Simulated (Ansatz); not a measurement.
# VSiPt3: a trial structure relaxed

Where does VSiPt3 go from the start given, cubic perovskite type (Pm-3m, No. 221)?

Program: Ansatz 0.2.0. Level of theory: DFT PBE, scalar-relativistic, plane waves, PAW. These are calculated values, not measurements.

### 1 The starting structure

Symmetry: Pm-3m, No. 221, cubic system. Conventional cell: a = 4.113 Å, b = 4.113 Å, c = 4.113 Å, α = 90.00°, β = 90.00°, γ = 90.00°. Around V (site symmetry m-3m) lie 12 Pt at 2.91 Å. Si (site symmetry m-3m) is surrounded by 6 Pt at 2.06 Å. Pt (site symmetry 4/mmm) is surrounded by 2 Si at 2.06 Å.

Structure file:

```xyz
5
Lattice="4.1133 0.0000 0.0000 0.0000 4.1133 0.0000 0.0000 0.0000 4.1133" Properties=species:S:1:pos:R:3 pbc="T T T"
V     0.0000    0.0000    0.0000
Si    2.0567    2.0567    2.0567
Pt    0.0000    2.0567    2.0567
Pt    2.0567    0.0000    2.0567
Pt    2.0567    2.0567    0.0000
```

(A quick probe on a coarse mesh, which set the mesh and smearing, is not shown.)

### 3 A loose first relaxation

File input.yaml:

```yaml
crystal:
  lattice:
    - [4.1133087574, 0.0, 0.0]
    - [0.0, 4.1133087574, 0.0]
    - [0.0, 0.0, 4.1133087574]
  atoms:
    - { symbol: V, position: [0.0, 0.0, 0.0], spin: 2.75 }
    - { symbol: Si, position: [0.5, 0.5, 0.5] }
    - { symbol: Pt, position: [0.0, 0.5, 0.5] }
    - { symbol: Pt, position: [0.5, 0.0, 0.5] }
    - { symbol: Pt, position: [0.5, 0.5, 0.0] }
basis:
  ecutwfc: 420
kpoints:
  mp_grid: { grid: [4, 4, 4] }
hamiltonian:
  xc: pbe
scf:
  occupations: { method: gaussian, width: 0.1 }
  lower_state_search: "off"
output:
  forces: true
  stress: true
  eigenvalues: true
  populations: true
magnetization:
  spin_polarized: true
relax:
  adjacent_minimum: "off"
  f_tol: 0.04
  max_steps: 70
  cell: { stress_tol: 0.4 }
```

Command:

```console
$ ansatz run input.yaml --threads 1 --pin off --max-ram 2560MiB --backend cpu --events-out ev --progress --plain --runs-dir out
```

Further runs follow: the relaxation.

What does the calculation give?

The runs gave:

Formation energies count from the elements, computed with the same settings in runs not shown here.

```
                          quantity                                                                      value
                              cell  a = 4.507 Å, b = 4.507 Å, c = 4.507 Å, α = 90.00°, β = 90.00°, γ = 90.00°
                       space group                                                            Pm-3m (No. 221)
                            volume                                                              18.32 Å³/atom
                   gap on the mesh                                                               none (metal)
formation energy from the elements                                                             +0.263 eV/atom
                    largest moment                                                                    2.79 μB
```

What this shows: The space group stayed Pm-3m, and from the first guess the volume went from 13.92 to 18.32 Å³/atom. The formation energy of +0.26 eV/atom is positive, so the elements lie lower than this structure; another structure of the compound can lie lower. The runs treat Pt without spin-orbit coupling.
